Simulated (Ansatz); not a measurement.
# PtBr4 (-2): energies up the ladder

Wanted for PtBr4 (-2): energies up the ladder. Charge -2.

Computed with Ansatz 0.2.0 (the levels named in each step, unless a step's input says otherwise).

### 1 The structure to begin with

Bond lengths: Br1–Pt2 2.486 Å, Pt2–Br3 2.486 Å, Pt2–Br4 2.486 Å, Pt2–Br5 2.485 Å. Angles: Br1–Pt2–Br3 180.0°, Br1–Pt2–Br4 90.0°, Br1–Pt2–Br5 90.0°, Br3–Pt2–Br4 90.0°, Br3–Pt2–Br5 90.0°, Br4–Pt2–Br5 180.0°.

As a file:

```xyz
5

Br    0.5194   -2.4222    0.2064
Pt    0.0003    0.0001    0.0000
Br   -0.5196    2.4221   -0.2064
Br   -2.4294   -0.5247   -0.0442
Br    2.4293    0.5249    0.0442
```

### 2 A rough first relaxation, PBE-D4/def2-SVPD

The input, input.yaml:

```yaml
crystal:
  periodic: [false, false, false]
  atoms:
    - { symbol: Br, position_ang: [0.51937, -2.42217, 0.20638] }
    - { symbol: Pt, position_ang: [0.00035, 9.0e-05, 4.0e-05] }
    - { symbol: Br, position_ang: [-0.5196, 2.42212, -0.20639] }
    - { symbol: Br, position_ang: [-2.4294, -0.52469, -0.04425] }
    - { symbol: Br, position_ang: [2.42935, 0.52492, 0.04423] }
total_charge: -2
basis:
  gaussian: { orbitals: def2-SVPD }
hamiltonian:
  xc: pbe
  dispersion: d4
relax:
  f_tol: 0.03
  max_steps: 200
```

Run with:

```console
$ ansatz run input.yaml --threads 8 --pin off --max-ram 22528MiB --backend cpu --events-out ev --progress --plain --runs-dir out
```

After this run come: Relaxation, PBE0-D4/def2-TZVPPD; Frequencies, PBE0-D4/def2-TZVPPD; Single point, PBE-D4/def2-TZVPPD; Single point, r2SCAN-D4/def2-TZVPPD; Single point, B3LYP-D4/def2-TZVPPD; Single point, wB97M-V/def2-TZVPPD; Single point, B2PLYP/def2-TZVPPD; Single point, LDA/def2-TZVPPD; Single point, PBE0-D4/def2-SVPD; Single point, PBE-D4/def2-SVPD; The cation of multiplicity 2 at the same geometry, PBE0-D4/def2-TZVPPD; The cation of multiplicity 2 at the same geometry, PBE-D4/def2-TZVPPD; The cation of multiplicity 2 at the same geometry, r2SCAN-D4/def2-TZVPPD; The cation of multiplicity 2 at the same geometry, B3LYP-D4/def2-TZVPPD; The cation of multiplicity 2 at the same geometry, wB97M-V/def2-TZVPPD; The cation of multiplicity 2 at the same geometry, B2PLYP/def2-TZVPPD.

Q: Predict the outcome of this session. Wanted: Br1–Pt2 at PBE0-D4/def2-TZVPPD; Pt2–Br3 at PBE0-D4/def2-TZVPPD; Pt2–Br4 at PBE0-D4/def2-TZVPPD; frequencies at PBE0-D4/def2-TZVPPD; vertical ionisation energy, B2PLYP/def2-TZVPPD.

The runs gave:

```
                                      quantity           value
                Br1–Pt2 at PBE0-D4/def2-TZVPPD         2.472 Å
                Pt2–Br3 at PBE0-D4/def2-TZVPPD         2.472 Å
                Pt2–Br4 at PBE0-D4/def2-TZVPPD         2.472 Å
            frequencies at PBE0-D4/def2-TZVPPD  45 to 211 cm⁻¹
vertical ionisation energy, B2PLYP/def2-TZVPPD        0.237 eV
```

In words: No mode is imaginary, so the geometry is a minimum. For the vertical ionisation energy, B3LYP-D4/def2-TZVPPD comes nearest to B2PLYP/def2-TZVPPD (-0.13 eV) and PBE-D4/def2-TZVPPD is farthest (-0.50 eV). Heavy atoms carry effective core potentials in def2 sets, and spin-orbit coupling is left out.

A small anion of this charge may not be bound in the gas phase; the finite basis can hold electrons that would leave.
